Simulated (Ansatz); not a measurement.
# C₂HClF₂Ge: one species, many methods

An exercise on one series of results from a longer session: the logs are not shown, and one member is left open.

Computed with Ansatz 0.2.0, Gaussian basis. Level: functionals in def2-TZVPP, the program's frozen cores in correlated methods.

The runs, in order: LDA (SPW92), PBE-D4, revPBE-D4, BLYP-D4, r2SCAN-D4, B97M-V, PBE0-D4, B3LYP-D4, r2SCANh-D4, r2SCAN0-D4, HSE06-D4, BHLYP-D4, CAM-B3LYP-D4, LC-ωPBE, ωB97X-V, ωB97M-V, B2PLYP, PBE-QIDH; CCSD(T)/def2-SVP; CCSD(T)/def2-TZVPP; MP2/def2-QZVPP; extrapolation to the limit; RPA on PBE.

## The relaxed structure

An earlier PBE0-D4 in a triple-zeta def2 set relaxation fixed the geometry.

SMILES `C#[C][Ge]([F])([F])[Cl]`, 7 atoms, charge 0, spin multiplicity 1.

Atoms are counted from 1 here; the program's logs count them from 0.

Bond lengths: C1–C2 1.202 Å, C1–H7 1.067 Å, C2–Ge3 1.866 Å, Ge3–F4 1.709 Å, Ge3–F5 1.709 Å, Ge3–Cl6 2.103 Å. Angles: C2–C1–H7 179.7°, C1–C2–Ge3 179.2°, C2–Ge3–F4 110.3°, C2–Ge3–F5 110.3°, C2–Ge3–Cl6 113.8°, F4–Ge3–F5 105.5°, F4–Ge3–Cl6 108.2°, F5–Ge3–Cl6 108.2°.

Set-up of the first run:

in.yaml

```yaml
crystal:
  periodic: [false, false, false]
  atoms:
    - {symbol: C, position_ang: [1.175890, -1.548757, 0.720148]}
    - {symbol: C, position_ang: [0.498010, -0.664102, 0.269280]}
    - {symbol: Ge, position_ang: [-0.555923, 0.719417, -0.405910]}
    - {symbol: F, position_ang: [-1.954925, 0.088023, -1.158148]}
    - {symbol: F, position_ang: [0.283220, 1.560399, -1.634859]}
    - {symbol: Cl, position_ang: [-1.162900, 2.112761, 1.047908]}
    - {symbol: H, position_ang: [1.777729, -2.335641, 1.115882]}
basis:
  gaussian: {orbitals: def2-TZVPP}
hamiltonian: {xc: lda}
output: {orbitals: {seedname: orbitals}}
```

Run with:

```bash
$ ansatz run in.yaml --threads 4 --pin off --events-out ev --progress --plain --max-ram 10444MiB
```

Steps of the session up to this table: LDA; PBE-D4 (GGA); revPBE-D4 (GGA); BLYP-D4 (GGA); r2SCAN-D4 (meta-GGA); B97M-V (meta-GGA); B3LYP-D4 (hybrid); r2SCANh-D4 (hybrid); r2SCAN0-D4 (hybrid); HSE06-D4 (hybrid); BHLYP-D4 (hybrid); CAM-B3LYP-D4 (range-separated); LC-ωPBE (range-separated); ωB97X-V (range-separated); ωB97M-V (range-separated); B2PLYP (double hybrid); PBE-QIDH (double hybrid).

One table of the session follows, with a row left open; its other results are not shown here.

It belongs to the step «Frontier levels by functional». 

```
  functional  HOMO (eV)  gap (eV)
 LDA (SPW92)      -8.31      5.99
      PBE-D4      -8.10      6.07
   revPBE-D4      -8.02      6.11
     BLYP-D4      -7.91      6.03
   r2SCAN-D4      -8.39      6.56
      B97M-V      -8.35      6.60
     PBE0-D4      -9.40      8.30
    B3LYP-D4      -9.13      7.81
  r2SCANh-D4      -8.87      7.38
  r2SCAN0-D4      -9.59      8.61
    HSE06-D4      -8.99      7.51
    BHLYP-D4     -10.51     10.43
CAM-B3LYP-D4     -10.78     10.79
     LC-ωPBE     -12.26     13.46
     ωB97X-V     -11.81     12.92
     ωB97M-V          ?         ?
```

Q: Estimate the row for ωB97M-V from the others.

As computed: HOMO (eV): -11.67; gap (eV): 12.67. In the column «HOMO (eV)» it lies between ωB97X-V (-11.81) and CAM-B3LYP-D4 (-10.78).
